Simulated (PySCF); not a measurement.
# C₁₈H₈N₆S₆: electronic excitations

What do calculations give for the electronic excitations of C₁₈H₈N₆S₆ (`c1csc(-c2cnc(-c3cnc(-c4cnc(-c5cnc(-c6cncs6)s5)s4)s3)s2)n1`)?

Programs: PySCF 2.14.0, with routines of our own; each step states its level. All values are computed. Atoms count from 0.

## 1. The starting structure

38 atoms, charge 0, multiplicity 1; geometry from: GFN2-xTB.

## 2. Electronic excitations: TDA LC-wPBE/6-31G*

Job settings and geometry (Å):

```
{"job": {"kind": "uv", "basis": "6-31G*", "grid": 1, "kgrid": 0, "vcut": 1.5, "nstates": 5, "ntriplets": 2, "tda": true, "delta": ["ip_vertical"], "pop": false, "xc": "LC-wPBE"}, "charge": 0, "multiplicity": 1}
C     10.234051    -0.253393     0.271297
C     10.035377    -0.242388     1.619147
S      8.358814    -0.198632     1.979818
C      8.045340    -0.199276     0.245750
C      6.729559    -0.169052    -0.294137
C      6.394785    -0.167226    -1.634303
N      5.091491    -0.136343    -1.906193
C      4.358286    -0.112953    -0.832114
C      2.939606    -0.077745    -0.870138
C      2.164966    -0.064712    -2.015532
N      0.848233    -0.030742    -1.823686
C      0.525410    -0.015773    -0.566390
C     -0.804524     0.019784    -0.077029
C     -1.244747     0.037711     1.231475
N     -2.566233     0.071608     1.398433
C     -3.209749     0.081830     0.269032
C     -4.623224     0.116706     0.152501
C     -5.396105     0.130763    -0.992219
N     -6.714727     0.164509    -0.802864
C     -7.032661     0.178375     0.458992
C     -8.377821     0.214212     0.922701
C     -9.517784     0.238984     0.147017
N    -10.673673     0.271088     0.827247
C    -10.482767     0.272616     2.097672
S     -8.823140     0.233182     2.599606
S     -5.652077     0.149422     1.547601
S     -2.166846     0.048075    -1.152378
S      1.912077    -0.044543     0.526655
S      5.286393    -0.128797     0.664104
N      9.118759    -0.229208    -0.478011
H     11.190172    -0.279737    -0.219384
H     10.763344    -0.256774     2.404019
H      7.112102    -0.188824    -2.433346
H      2.569932    -0.080149    -3.009740
H     -0.601072     0.026176     2.092687
H     -5.003936     0.115909    -1.993482
H     -9.520883     0.234005    -0.926544
H    -11.272930     0.295705     2.821020
```

With the program's defaults for keys left out, this is: TDA LC-wPBE/6-31G*, vertical, gas phase, core orbitals frozen in the response, virtual orbitals cut by energy.

On the command line:

```
$ OMP_NUM_THREADS=2 python large_run.py task.json out
```

This one command runs all jobs of the session in turn.

Output:

```text
start: PBE on a coarse grid of 39076 points
cycle   1  E = -3406.2425250370  dE =  6.237e+00  |g| = 9.133e-01  |ddm| = 8.266e+00
cycle   2  E = -3404.6115520439  dE =  1.631e+00  |g| = 2.617e+00  |ddm| = 4.658e+00
cycle   3  E = -3406.4211593001  dE = -1.810e+00  |g| = 3.994e-01  |ddm| = 3.930e+00
cycle   4  E = -3406.4479832690  dE = -2.682e-02  |g| = 2.613e-01  |ddm| = 7.801e-01
cycle   5  E = -3406.4639407775  dE = -1.596e-02  |g| = 1.129e-01  |ddm| = 4.274e-01
cycle   6  E = -3406.4668169653  dE = -2.876e-03  |g| = 5.366e-02  |ddm| = 1.830e-01
cycle   7  E = -3406.4676303593  dE = -8.134e-04  |g| = 1.519e-02  |ddm| = 7.902e-02
cycle   8  E = -3406.4676903010  dE = -5.994e-05  |g| = 4.852e-03  |ddm| = 2.270e-02
final grid: 169988 points
cycle   9  E = -3406.7444051264  dE = -4.546e-02  |g| = 9.236e-02  |ddm| = 9.746e-01
cycle  10  E = -3406.7496283825  dE = -5.223e-03  |g| = 6.183e-02  |ddm| = 2.590e-01
cycle  11  E = -3406.7509673809  dE = -1.339e-03  |g| = 3.016e-02  |ddm| = 9.426e-02
cycle  12  E = -3406.7516083980  dE = -6.410e-04  |g| = 1.056e-02  |ddm| = 8.264e-02
cycle  13  E = -3406.7516758193  dE = -6.742e-05  |g| = 3.971e-03  |ddm| = 2.259e-02
cycle  14  E = -3406.7517011262  dE = -2.531e-05  |g| = 1.914e-03  |ddm| = 1.596e-02
cycle  15  E = -3406.7517047763  dE = -3.650e-06  |g| = 8.636e-04  |ddm| = 4.450e-03
cycle  16  E = -3406.7517037136  dE =  1.063e-06  |g| = 2.361e-04  |ddm| = 1.734e-03
cycle  17  E = -3406.7516996745  dE =  4.039e-06  |g| = 1.198e-04  |ddm| = 9.342e-04
cycle  18  E = -3406.7517014612  dE = -1.787e-06  |g| = 6.879e-05  |ddm| = 2.567e-04
converged SCF energy = -3406.7517014612
Vertical ionisation energy (delta-SCF) = 7.4333 eV   <S^2> = 0.950

Static polarisability (au): isotropic 410.977, principal 121.481 301.879 809.572

Singlet excitations
state   eV       nm        f      main configurations
  1   3.2705    379.1   2.28496   H->L 0.78, H-1->L+1 0.10
  2   4.0754    304.2   0.10870   H-1->L 0.41, H->L+1 0.41
  3   4.7546    260.8   0.16848   H-1->L+1 0.28, H->L+2 0.28, H-2->L 0.24
  4   4.7832    259.2   0.00055   H-4->L 0.33, H-7->L 0.17, H-6->L 0.13
  5   4.8695    254.6   0.00003   H-4->L+1 0.23, H-6->L 0.21, H-9->L 0.18

Triplet excitations (Tamm-Dancoff, eV): 1.9176 2.2823
```

Run time: 3.5 min. Hardware: 2 threads of Arm Neoverse N1, shared host; peak memory 1.7 GiB.

The orbitals next to the gap, with their largest atomic shares:

| orbital | eV | atoms |
| --- | --- | --- |
| HOMO−4 | -10.71 | N29 24 %, N6 22 %, N10 9 % |
| HOMO−3 | -10.46 | S28 16 %, C0 10 %, S2 9 % |
| HOMO−2 | -9.72 | C1 8 %, C0 8 %, C20 8 % |
| HOMO−1 | -8.75 | C16 10 %, C1 7 %, C4 6 % |
| HOMO | -7.99 | C8 9 %, C4 8 %, C9 8 % |
| LUMO | -1.16 | C15 9 %, C11 8 %, S26 6 % |
| LUMO+1 | -0.35 | C19 8 %, C7 7 %, C23 6 % |
| LUMO+2 | 0.58 | C3 7 %, C23 6 %, C5 6 % |
| LUMO+3 | 1.45 | S28 27 %, S27 19 %, S2 10 % |

With each of the 5 states as a Gaussian band of 0.4 eV half-width at 1/e, the curve within the window shown has maxima at 379 nm (ε 93,000), 263 nm (ε 7,100) L/(mol cm). Beyond the last state computed it falls off for lack of states. The curve at chosen wavelengths:

nm, ε (L/mol/cm) and a bar:
```
      240       2338 
      249       4975 #
      258       6875 ##
      267       6935 ##
      276       5962 #
      285       5276 #
      294       5341 #
      303       6173 #
      312       8418 ##
      321      13587 ####
      330      23196 #######
      339      37496 ############
      348      54779 ##################
      356      70025 #######################
      365      83786 ###########################
      374      91422 ##############################
      383      91985 ##############################
      392      86231 ############################
      401      76013 #########################
      410      63523 ####################
      419      50685 ################
      428      38855 ############
      437      28775 #########
      446      20685 ######
      455      14494 ####
      464       9936 ###
```

Leading natural transition orbitals of singlet state 1: the hole lies on C8, C12 about 10 % each; C9, C13 about 7 % each; the particle on C11, C15 about 10 % each; S26, S27 about 7 % each; C8, C12 about 6 % each.

Further results of this job:

| property | computed |
| --- | --- |
| dipole moment (D) | 3.72 |
| polarisability (Å³) | 60.90 |
| HOMO–LUMO gap (eV) | 6.83 |
| −ε(HOMO) (eV) | 7.99 |

The fields below are evaluated on a grid from the run's orbitals.

Frontier orbitals at LC-wPBE/6-31G*, with the share of their density that lies nearest to each atom:

| orbital | energy (eV) | lies on |
| --- | --- | --- |
| HOMO | -7.99 | 4 C atoms about 7 % each; C11, C13 about 5 % each |
| LUMO | -1.16 | C11, C15 about 8 % each; S26, S27 about 6 % each |

ELF in a plane through or near 38 of the atoms.

Values, 10 rows by 14 columns:
```
0.00 0.00 0.00 0.00 0.00 0.00 0.00 0.00 0.00 0.00 0.00 0.00 0.00 0.00
0.00 0.00 0.00 0.12 0.00 0.00 0.00 0.00 0.00 0.00 0.00 0.04 0.00 0.00
0.00 0.24 0.43 0.94 0.00 0.00 0.00 0.62 0.03 0.03 0.01 0.91 0.18 0.00
0.00 0.01 0.40 0.28 0.72 0.02 0.71 1.00 0.90 0.41 0.35 0.78 0.86 0.04
0.00 0.75 0.41 0.22 0.19 0.03 0.19 0.57 0.34 0.59 0.75 0.62 0.82 0.00
0.00 0.95 0.70 0.38 0.27 0.82 0.56 0.57 0.78 0.50 0.57 0.77 0.83 0.00
0.00 0.00 0.64 0.31 0.87 0.36 0.66 0.06 0.14 0.57 0.60 0.79 0.02 0.00
0.00 0.00 0.00 0.99 0.43 0.20 0.37 0.04 0.81 1.00 0.46 0.07 0.00 0.00
0.00 0.00 0.00 0.01 0.00 0.32 0.02 0.00 0.01 0.08 0.00 0.00 0.00 0.00
0.00 0.00 0.00 0.00 0.00 0.00 0.00 0.00 0.00 0.00 0.00 0.00 0.00 0.00
```
The map spans 28.0 Å across and 11.1 Å up, centred on the molecule. Atoms in the plane (x, y in Å): C0 (-10.2, 0.7), C1 (-10.0, 2.0), S2 (-8.3, 2.3), C3 (-8.0, 0.6), C4 (-6.7, 0.0), C5 (-6.5, -1.4), N6 (-5.2, -1.7), C7 (-4.4, -0.7), C8 (-3.0, -0.8), C9 (-2.3, -2.0), N10 (-0.9, -1.8), C11 (-0.6, -0.6), C12 (0.8, -0.2), C13 (1.3, 1.1), N14 (2.6, 1.2), C15 (3.2, 0.1), C16 (4.6, -0.1), C17 (5.3, -1.3), N18 (6.7, -1.2), C19 (7.0, 0.1), C20 (8.4, 0.5), C21 (9.5, -0.4), N22 (10.7, 0.3), C23 (10.6, 1.5), S24 (8.9, 2.1), S25 (5.7, 1.2), S26 (2.1, -1.3), S27 (-1.9, 0.6), S28 (-5.3, 0.9), N29 (-9.1, -0.1), H30 (-11.2, 0.2), H31 (-10.6, 2.8), H32 (-7.2, -2.2), H33 (-2.7, -2.9), H34 (0.7, 2.0), H35 (4.9, -2.3), H36 (9.5, -1.4), H37 (11.4, 2.2).

log10 of the density (e/Å³) in the same plane.

Values, 10 rows by 14 columns:
```
-4.0 -4.0 -4.0 -4.0 -4.0 -4.0 -4.0 -4.0 -4.0 -4.0 -4.0 -3.4 -4.0 -4.0
-4.0 -3.6 -2.6 -2.2 -4.0 -4.0 -4.0 -4.0 -4.0 -4.0 -3.9 -2.5 -3.6 -4.0
-4.0 -2.3 -0.7 -0.3 -2.6 -3.5 -3.1 -1.9 -2.4 -2.5 -2.3 -0.4 -1.5 -3.3
-4.0 -2.2  1.4  0.4 -0.8 -2.0 -1.1  0.2 -0.1 -1.0 -1.0  1.8  0.2 -2.7
-4.0 -1.4  0.3  0.3  0.4 -1.2  0.5 -0.1  0.6 -0.3 -0.1  0.1  0.4 -3.2
-4.0 -1.4  0.1 -0.3 -0.3  0.0 -0.1  1.1  0.1  1.6  0.3  0.1  0.3 -3.2
-4.0 -3.2 -1.4 -0.9  0.4 -0.3  0.1 -0.9  0.4 -0.1  0.8 -0.6 -1.7 -4.0
-4.0 -4.0 -3.9 -1.0 -0.7 -1.1 -0.3 -1.6 -0.9 -0.4 -1.3 -2.3 -3.1 -4.0
-4.0 -4.0 -4.0 -3.0 -2.7 -2.0 -2.0 -3.3 -2.9 -2.6 -4.0 -4.0 -4.0 -4.0
-4.0 -4.0 -4.0 -4.0 -4.0 -4.0 -4.0 -4.0 -4.0 -4.0 -4.0 -4.0 -4.0 -4.0
```
The map spans 28.0 Å across and 11.1 Å up, centred on the molecule. Atoms in the plane (x, y in Å): C0 (-10.2, 0.7), C1 (-10.0, 2.0), S2 (-8.3, 2.3), C3 (-8.0, 0.6), C4 (-6.7, 0.0), C5 (-6.5, -1.4), N6 (-5.2, -1.7), C7 (-4.4, -0.7), C8 (-3.0, -0.8), C9 (-2.3, -2.0), N10 (-0.9, -1.8), C11 (-0.6, -0.6), C12 (0.8, -0.2), C13 (1.3, 1.1), N14 (2.6, 1.2), C15 (3.2, 0.1), C16 (4.6, -0.1), C17 (5.3, -1.3), N18 (6.7, -1.2), C19 (7.0, 0.1), C20 (8.4, 0.5), C21 (9.5, -0.4), N22 (10.7, 0.3), C23 (10.6, 1.5), S24 (8.9, 2.1), S25 (5.7, 1.2), S26 (2.1, -1.3), S27 (-1.9, 0.6), S28 (-5.3, 0.9), N29 (-9.1, -0.1), H30 (-11.2, 0.2), H31 (-10.6, 2.8), H32 (-7.2, -2.2), H33 (-2.7, -2.9), H34 (0.7, 2.0), H35 (4.9, -2.3), H36 (9.5, -1.4), H37 (11.4, 2.2).

On the surface of density 0.002 e/bohr³ the electrostatic potential runs, from the 1st to the 99th percentile, from -1.30 V near N22 to 1.44 V near H37.

## 3. Electronic excitations: TDDFT PBE/6-31G*

The job, as its differences from that of step 2:

```diff
@@ -1,2 +1,2 @@
-{"job": {"kind": "uv", "basis": "6-31G*", "grid": 1, "kgrid": 0, "vcut": 1.5, "nstates": 5, "ntriplets": 2, "tda": true, "delta": ["ip_vertical"], "pop": false, "xc": "LC-wPBE"}, "charge": 0, "multiplicity": 1}
+{"job": {"kind": "uv", "basis": "6-31G*", "grid": 1, "kgrid": 0, "vcut": null, "nstates": 5, "ntriplets": 2, "tda": false, "delta": ["ip_vertical"], "pop": false, "xc": "PBE"}, "charge": 0, "multiplicity": 1}
 C     10.234051    -0.253393     0.271297
```

With the program's defaults for keys left out, this is: TDDFT PBE/6-31G*, vertical, gas phase, core orbitals frozen in the response.

Output:

```text
start: PBE on a coarse grid of 39076 points
cycle   1  E = -3406.2428448713  dE =  6.237e+00  |g| = 9.132e-01  |ddm| = 8.266e+00
cycle   2  E = -3404.6120348178  dE =  1.631e+00  |g| = 2.617e+00  |ddm| = 4.658e+00
cycle   3  E = -3406.4214297482  dE = -1.809e+00  |g| = 3.993e-01  |ddm| = 3.930e+00
cycle   4  E = -3406.4482441703  dE = -2.681e-02  |g| = 2.612e-01  |ddm| = 7.799e-01
cycle   5  E = -3406.4641896758  dE = -1.595e-02  |g| = 1.129e-01  |ddm| = 4.274e-01
cycle   6  E = -3406.4670638889  dE = -2.874e-03  |g| = 5.363e-02  |ddm| = 1.830e-01
cycle   7  E = -3406.4678804144  dE = -8.165e-04  |g| = 1.519e-02  |ddm| = 7.900e-02
cycle   8  E = -3406.4679360768  dE = -5.566e-05  |g| = 4.854e-03  |ddm| = 2.271e-02
final grid: 169988 points
cycle   9  E = -3406.0456545486  dE =  1.316e-04  |g| = 3.757e-02  |ddm| = 1.117e-01
cycle  10  E = -3406.0432327748  dE =  2.422e-03  |g| = 9.603e-02  |ddm| = 1.673e-01
cycle  11  E = -3406.0459915138  dE = -2.759e-03  |g| = 1.626e-02  |ddm| = 1.364e-01
cycle  12  E = -3406.0460664719  dE = -7.496e-05  |g| = 2.603e-03  |ddm| = 1.957e-02
cycle  13  E = -3406.0460656895  dE =  7.824e-07  |g| = 1.181e-03  |ddm| = 5.469e-03
cycle  14  E = -3406.0460643043  dE =  1.385e-06  |g| = 2.816e-04  |ddm| = 1.748e-03
cycle  15  E = -3406.0460641149  dE =  1.895e-07  |g| = 1.738e-04  |ddm| = 4.762e-04
cycle  16  E = -3406.0460635492  dE =  5.657e-07  |g| = 4.228e-05  |ddm| = 2.377e-04
converged SCF energy = -3406.0460635492
Vertical ionisation energy (delta-SCF) = 6.4196 eV   <S^2> = 0.752

Static polarisability (au): isotropic 580.455, principal 124.114 318.920 1298.330

Singlet excitations
state   eV       nm        f      main configurations
  1   2.0616    601.4   1.13014   H->L 0.84
  2   2.2355    554.6   0.26404   H-1->L 0.49, H->L+1 0.38, H->L 0.11
  3   2.7796    446.1   0.08501   H->L+2 0.36, H->L+1 0.21, H-1->L+1 0.16
  4   2.8782    430.8   0.40628   H-1->L+1 0.52, H-2->L 0.41
  5   3.0122    411.6   0.03071   H->L+1 0.25, H->L+2 0.24, H-1->L 0.23

Triplet excitations (Tamm-Dancoff, eV): 1.4808 1.9575
```

It took 50 s on 2 threads of Arm Neoverse N1, shared host; peak memory 1.4 GiB.

## 4. Outcome

| quantity | value |
| --- | --- |
| lowest singlet (LC-wPBE/6-31G*) | 3.27 eV (379 nm), f = 2.285 |
| lowest triplet | 1.92 eV |
| surface potential, 1st and 99th percentile | -1.30 V and 1.44 V |

The lowest singlet, at 3.27 eV, is HOMO→LUMO 0.78, HOMO−1→LUMO+1 0.10 and is bright. The lowest triplet lies 1.35 eV below the lowest singlet. At LC-wPBE/6-31G*, counted by nearest atom on the grid, the HOMO lies on 4 C atoms about 7 % each; C11, C13 about 5 % each, the LUMO on C11, C15 about 8 % each; S26, S27 about 6 % each.
